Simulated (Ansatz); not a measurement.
ScAl₃, space group Pm-3m, cell relaxations under several functionals

Program: the Python package of Ansatz (0.2.0).

Run as a notebook:

**Cell 1**
```python
import ansatz as az
import numpy as np
```

**Cell 2**
```python
CUTOFF = 510
KMESH = (6, 6, 6)
FILLING = "Methfessel-Paxton"
SMEARING_WIDTH = 0.05
```

**Cell 3**
```python
def edges_and_angles(cell):
    cell = np.asarray(cell)
    a, b, c = np.linalg.norm(cell, axis=1)
    cosines = cell[1] @ cell[2] / (b * c), cell[0] @ cell[2] / (a * c), cell[0] @ cell[1] / (a * b)
    return (a, b, c, *np.degrees(np.arccos(cosines)))
```

**Cell 4**
```python
structure = (
    az.Lattice.of([4.087807, 0.0, 0.0], [0.0, 4.087807, 0.0], [0.0, 0.0, 4.087807])
    .atom("Sc", [0.0, 0.0, 0.0])
    .atom("Al", [0.5, 0.0, 0.5])
    .atom("Al", [0.0, 0.5, 0.5])
    .atom("Al", [0.5, 0.5, 0.0])
)
```

**Cell 5**
```python
len(structure.resolved().sites)
```
Output:
```text
4
```

**Cell 6**
```python
job = structure.calculation()
job = job.basis(CUTOFF)
job = job.kpoints(mesh=KMESH)
job = job.occupations(FILLING, width=SMEARING_WIDTH).relax(cell=True, max_steps=60)

levels = [("pbesol", "none"), ("r2scan", "d4"), ("rpbe", "none")]
print("level            a       b       c    alpha   beta  gamma  V/atom  steps")
for name, dispersion in levels:
    seen = []
    run = job.functional(name, dispersion=dispersion).session().plan()
    out = run.execute(on_event=lambda e: seen.append(e) if e["event"] == "relax_step" else None)
    cell = out.lattice.cell_ang
    label = name if dispersion == "none" else f"{name}+{dispersion}"
    print("{:13s} {:7.4f} {:7.4f} {:7.4f} {:6.2f} {:6.2f} {:6.2f}".format(label, *edges_and_angles(cell)), f"{abs(np.linalg.det(cell)) / len(out.lattice.sites):7.3f} {len(seen):5d}")
```
Output:
```text
level            a       b       c    alpha   beta  gamma  V/atom  steps
pbesol         4.0700  4.0700  4.0700  90.00  90.00  90.00  16.855     4
r2scan+d4      4.0702  4.0702  4.0702  90.00  90.00  90.00  16.858     4
rpbe           4.1354  4.1354  4.1354  90.00  90.00  90.00  17.680     5
```

From smallest to largest: PBEsol (16.85 Å³ an atom, -1.3 % against the start), r2SCAN+D4 (16.86 Å³ an atom, -1.3 % against the start) and RPBE (17.68 Å³ an atom, +3.5 % against the start). The spread is 4.9 % in volume.

Notes:
- Forces vanish by symmetry, so the ions can't move, and the end may be a saddle.
- Dispersion corrections can be off by several per cent in the lattices of metals, and by several GPa in the pressure at a fixed cell.
- For a metal this k-point mesh is coarse: on a finer one energies can move by several to tens of meV an atom and pressures by half a GPa or more, differences at one mesh by less.
- This cell is a computed structure, which may not be the phase found in nature.
- Finished in 25 s on 1 thread of Arm Neoverse V2, on a shared host, peak memory 0.57 GiB.
